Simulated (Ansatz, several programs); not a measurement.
Rocksalt SnTe, relaxed with PBE in Ansatz (plane waves, PAW): the symmetry is Fm-3m (No. 225, cubic); a = 6.411 Å in the conventional setting, 32.93 Å³ an atom. Around Sn lie 6 Te at 3.21 Å; around Te lie 6 Sn at 3.21 Å. The cell was then scaled with its shape and fractional coordinates held. Spin-unpolarised throughout; all numbers are computed.

```tsv
V (Å³/atom)	E (meV/atom)
30.957	16.15
32.932	0.00
33.920	3.27
34.908	12.96
```

Task: Pass a cubic E = c₀ + c₁u + c₂u² + c₃u³, with u = V − 33.179 Å³, through these points.

Result: c₀ = 0.17, c₁ = +1.585, c₂ = 3.619, c₃ = -0.1489 (meV and Å³).

Task: Where is the minimum, and what bulk modulus follows?

Result: dE/du = 0 at u = -0.216, so V₀ = 32.96 Å³. B = V₀ d²E/dV² = 32.96 × (2c₂ + 6c₃u) = 32.96 × 7.432 = 245 meV/Å³, and 1 meV/Å³ is 0.16022 GPa: 39 GPa. A third-order Birch-Murnaghan fit to all five points gives 32.95 Å³ and 39 GPa.

Task: Predict the energy and the pressure at the withheld volume, 31.944 Å³.

Result: With u = -1.235: E ≈ 4.01 meV and P = −dE/dV ≈ +1.29 GPa. The run gives 3.90 meV and, from its stress, +1.26 GPa.
